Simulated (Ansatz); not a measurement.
Write a Python script for the Python package of Ansatz (0.2.0) that makes vertical spin-state energies of BClFO, SMILES [O]B(F)Cl. Settings (for the species named): r2SCAN, pcseg-2 basis, multiplicity 2.

```xyz
4

O    -0.2860   -1.3986   -0.5846
B    -0.0928   -0.0232   -0.0567
F    -1.0883    1.0340   -0.2778
Cl    1.5227    0.3275    0.8988
```

Script `run_spin.py`:
```python
from dataclasses import dataclass

import ansatz as az


@dataclass(frozen=True)
class Settings:
    basis_set: str = "pcseg-2"
    xc: str = "r2SCAN"


settings = Settings()

geometry = (
    az.Crystal.molecule()
    .atom("O", (-0.286, -1.3986, -0.5846))
    .atom("B", (-0.0928, -0.0232, -0.0567))
    .atom("F", (-1.0883, 1.034, -0.2778))
    .atom("Cl", (1.5227, 0.3275, 0.8988))
)

model = (
    geometry.calculation()
    .basis(gaussian=settings.basis_set)
    .functional(settings.xc)
)
found = {}
for unpaired in [1, 3]:
    report = model.spin("collinear", total=unpaired).run(threads=1, pin="off").report
    s = unpaired / 2
    found[unpaired] = report["free_energy_ev"]
    print(f"2S+1 = {unpaired + 1}: E = {found[unpaired]:.5f} eV, <S^2> = {abs(report['mean_field']['state']['spin_squared']):.3f} (pure state {s * (s + 1):.2f})")
lowest = min(found, key=found.get)
for unpaired, e in found.items():
    print(f"multiplicity {unpaired + 1}: {96.485332 * (e - found[lowest]):.1f} kJ/mol above the lowest")
```

```console
$ python run_spin.py
2S+1 = 2: E = -17963.16159 eV, <S^2> = 0.756 (pure state 0.75)
2S+1 = 4: E = -17956.94159 eV, <S^2> = 3.766 (pure state 3.75)
multiplicity 2: 0.0 kJ/mol above the lowest
multiplicity 4: 600.1 kJ/mol above the lowest
```

In order: multiplicity 2 (+0.00 eV) and multiplicity 4 (+6.22 eV), all at the one geometry.

Total energies depend on the basis set; only differences at equal settings carry meaning. The geometry is a force-field or estimated start, not a minimum of this method, and the basis set is short of its limit. All parts are taken at fixed geometry, without zero-point energy. The species is open-shell (spin multiplicity 2). The whole script took 45 s on 1 thread of Arm Neoverse V2, with other jobs on the host, peak memory 0.35 GiB.
